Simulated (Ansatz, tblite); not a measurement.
**Si8H16 hole disc (Si₇PH₁₆+): a ladder of methods and basis sets**

One table from this session's results is given with a row withheld; the runs are named, their logs left out.

Program: Ansatz 0.2.0, Gaussian basis. Level of theory: as each input shows. These are calculated values, not measurements.

The runs, in order: GFN1-xTB, GFN2-xTB, PBE-D4/def2-TZVP, r2SCAN-D4/def2-TZVP, BHLYP-D4/def2-TZVP, ωB97X-V/def2-TZVP, PBE-D4/def2-SVP, PBE0-D4/def2-SVP, MP2/def2-SVP, RPA/def2-SVP.

2 further runs of the same task are left out: 2 set aside as unsound or not needed. Runs told in other sessions of the task aren't counted.

## The relaxed structure

The singlet was relaxed beforehand with PBE0-D4/def2-SVP.

24 atoms, charge 1, spin multiplicity 1.

Bond lengths: Si1–P5 2.310 Å, Si1–Si7 2.352 Å, Si1–H9 1.492 Å, Si1–H10 1.488 Å, Si2–Si6 2.350 Å, Si2–Si8 2.346 Å, Si2–H11 1.495 Å, Si2–H12 1.496 Å, Si3–P5 2.310 Å, Si3–Si6 2.352 Å, Si3–H13 1.492 Å, Si3–H14 1.488 Å, Si4–Si7 2.350 Å, Si4–Si8 2.346 Å, Si4–H15 1.496 Å, Si4–H16 1.495 Å, P5–H17 1.417 Å, P5–H18 1.417 Å and more. Angles: P5–Si1–Si7 111.3°, P5–Si1–H9 99.8°, P5–Si1–H10 101.0°, Si7–Si1–H9 114.5°, Si7–Si1–H10 117.2°, H9–Si1–H10 110.7°, Si6–Si2–Si8 113.7°, Si6–Si2–H11 105.7°, Si6–Si2–H12 107.2°, Si8–Si2–H11 110.5°, Si8–Si2–H12 110.5°, H11–Si2–H12 108.9°, P5–Si3–Si6 111.3°, P5–Si3–H13 99.8°, P5–Si3–H14 101.1°, Si6–Si3–H13 114.5°, Si6–Si3–H14 117.2°, H13–Si3–H14 110.7° and more.

The ion is computed in the gas phase, without counter-ions or solvent.

PBE0-D4/def2-TZVP was run before; its log isn't repeated, and its numbers join the tables.

The first run:

Tight binding, by tblite at 300 K electronic temperature and without a spin-polarisation term:

```python
tblite.interface.Calculator('GFN1-xTB', numbers, positions, charge=1, uhf=0).singlepoint()
```

Tight binding, by tblite at 300 K electronic temperature and without a spin-polarisation term:

```python
tblite.interface.Calculator('GFN2-xTB', numbers, positions, charge=1, uhf=0).singlepoint()
```

start.molden holds the orbitals of an earlier run on this state, given as this run's starting guess.

The input, in.yaml:

```yaml
crystal:
  periodic: [false, false, false]
  atoms:
    - {symbol: Si, position_ang: [-1.503857, 1.596956, -1.258739]}
    - {symbol: Si, position_ang: [1.551863, -1.453806, -1.294921]}
    - {symbol: Si, position_ang: [-1.493840, -1.606883, 1.259022]}
    - {symbol: Si, position_ang: [1.542344, 1.463964, 1.295155]}
    - {symbol: P, position_ang: [-2.586728, -0.006019, 0.003110]}
    - {symbol: Si, position_ang: [0.078612, -2.782945, -0.036145]}
    - {symbol: Si, position_ang: [0.066527, 2.783515, 0.029409]}
    - {symbol: Si, position_ang: [2.850305, 0.006510, 0.003275]}
    - {symbol: H, position_ang: [-2.676124, 2.405302, -1.703089]}
    - {symbol: H, position_ang: [-0.979133, 0.770354, -2.379175]}
    - {symbol: H, position_ang: [2.425452, -2.412329, -2.038678]}
    - {symbol: H, position_ang: [0.725906, -0.686280, -2.278278]}
    - {symbol: H, position_ang: [-2.661405, -2.421679, 1.703994]}
    - {symbol: H, position_ang: [-0.969927, -0.781029, 2.380372]}
    - {symbol: H, position_ang: [0.716949, 0.695534, 2.278314]}
    - {symbol: H, position_ang: [2.410018, 2.427933, 2.038830]}
    - {symbol: H, position_ang: [-3.482025, -0.684239, -0.860113]}
    - {symbol: H, position_ang: [-3.480478, 0.669529, 0.870011]}
    - {symbol: H, position_ang: [-0.750580, -3.661964, -0.916008]}
    - {symbol: H, position_ang: [0.796067, -3.604587, 0.985178]}
    - {symbol: H, position_ang: [0.781839, 3.601370, -0.996408]}
    - {symbol: H, position_ang: [-0.764468, 3.665220, 0.904793]}
    - {symbol: H, position_ang: [3.702064, 0.818226, -0.916954]}
    - {symbol: H, position_ang: [3.700657, -0.802653, 0.927034]}
basis:
  gaussian: {orbitals: def2-TZVP, initial_orbitals: start.molden}
total_charge: 1
hamiltonian: {xc: pbe, dispersion: d4}
scf: {omitted_lower_state_checks: [starts]}
output: {orbitals: {seedname: orbitals}}
```

On the command line:

```bash
> ansatz run in.yaml --threads 4 --pin off --events-out ev --progress --plain --max-ram 6963MiB
```

Steps of the session up to this table: PBE-D4/def2-TZVP; r2SCAN-D4/def2-TZVP; BHLYP-D4/def2-TZVP; ωB97X-V/def2-TZVP; PBE-D4/def2-SVP; PBE0-D4/def2-SVP; MP2/def2-SVP; RPA/def2-SVP.

One of the session's tables, all rows but one given; the rest of the session is left out.

```
              level  HOMO (eV)  LUMO (eV)  gap (eV)
    PBE-D4/def2-SVP          ?          ?         ?
   PBE-D4/def2-TZVP     -10.23      -5.74      4.49
r2SCAN-D4/def2-TZVP     -10.46      -5.57      4.89
   PBE0-D4/def2-SVP     -11.35      -4.90      6.44
  PBE0-D4/def2-TZVP     -11.25      -4.92      6.33
 BHLYP-D4/def2-TZVP     -12.15      -3.99      8.17
  ωB97X-V/def2-TZVP     -13.41      -2.92     10.49
```

Q: Estimate the row for PBE-D4/def2-SVP from the others.

The run gave: HOMO (eV): -10.28; LUMO (eV): -5.70; gap (eV): 4.59. In the column «HOMO (eV)» it lies between r2SCAN-D4/def2-TZVP (-10.46) and PBE-D4/def2-TZVP (-10.23).
